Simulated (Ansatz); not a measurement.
# La2CdAu2: the cost of one run

Method: DFT LDA, scalar-relativistic, plane waves, PAW, in Ansatz 0.2.0.

## (1) Starting point

Symmetry: P4/mbm, No. 127, tetragonal system. The conventional cell has a = 8.155 Å, b = 8.155 Å, c = 4.003 Å, α = 90.00°, β = 90.00°, γ = 90.00°. La (site symmetry m2m) has 6 Au at 3.05 to 3.18 Å in its first shell of neighbours. Around Cd (site symmetry 4/m) lie 4 Au at 3.21 Å and 8 La at 3.62 Å. Au (site symmetry m2m) has 1 Au at 2.96 Å and 6 La at 3.05 to 3.18 Å and 2 Cd at 3.21 Å in its first shell of neighbours.

Structure file:

```cif
data_structure
_symmetry_space_group_name_H-M 'P 1'
_symmetry_Int_Tables_number 1
_cell_length_a 8.1551
_cell_length_b 8.1551
_cell_length_c 4.0034
_cell_angle_alpha 90.000
_cell_angle_beta 90.000
_cell_angle_gamma 90.000
_cell_volume 266.25
loop_
_atom_site_label
_atom_site_type_symbol
_atom_site_fract_x
_atom_site_fract_y
_atom_site_fract_z
_atom_site_occupancy
La1 La 0.67199 0.17199 0.50000 1
La2 La 0.32801 0.82801 0.50000 1
La3 La 0.17199 0.32801 0.50000 1
La4 La 0.82801 0.67199 0.50000 1
Cd1 Cd 0.00000 0.00000 0.00000 1
Cd2 Cd 0.50000 0.50000 0.00000 1
Au1 Au 0.12823 0.62823 0.00000 1
Au2 Au 0.87177 0.37177 0.00000 1
Au3 Au 0.62823 0.87177 0.00000 1
Au4 Au 0.37177 0.12823 0.00000 1
```

Source of the structure: the Materials Project (structure only).

(A quick probe on a coarse mesh, which set the mesh and smearing, is not shown.)

## (3) Relaxing cell and atoms

The input, input.yaml:

```yaml
crystal:
  lattice:
    - [8.15512079, 0.0, 0.0]
    - [0.0, 8.15512079, 0.0]
    - [0.0, 0.0, 4.00338191]
  atoms:
    - { symbol: La, position: [0.67199361, 0.17199361, 0.5] }
    - { symbol: La, position: [0.32800639, 0.82800639, 0.5] }
    - { symbol: La, position: [0.17199361, 0.32800639, 0.5] }
    - { symbol: La, position: [0.82800639, 0.67199361, 0.5] }
    - { symbol: Cd, position: [0.0, 0.0, 0.0] }
    - { symbol: Cd, position: [0.5, 0.5, 0.0] }
    - { symbol: Au, position: [0.12823064, 0.62823064, 0.0] }
    - { symbol: Au, position: [0.87176936, 0.37176936, 0.0] }
    - { symbol: Au, position: [0.62823064, 0.87176936, 0.0] }
    - { symbol: Au, position: [0.37176936, 0.12823064, 0.0] }
basis:
  ecutwfc: 420
kpoints:
  mp_grid: { grid: [6, 6, 10] }
hamiltonian:
  xc: lda
scf:
  occupations: { method: gaussian, width: 0.1 }
output:
  forces: true
  stress: true
  eigenvalues: true
  write_density: true
  write_potential: true
  elf: true
  volumetric_format: npy
relax:
  adjacent_minimum: "off"
  f_tol: 0.005
  max_steps: 80
  cell: { stress_tol: 0.05 }
```

Launch:

```sh
> ansatz run input.yaml --threads 4 --pin off --max-ram 10240MiB --backend cpu --events-out ev --progress --plain --runs-dir out
```

What time and memory should one allow on 4 threads of Intel Xeon at 2.50GHz (Skylake/Cascade Lake), shared host?

About 7.5 min, with a peak of 1.6 GiB.
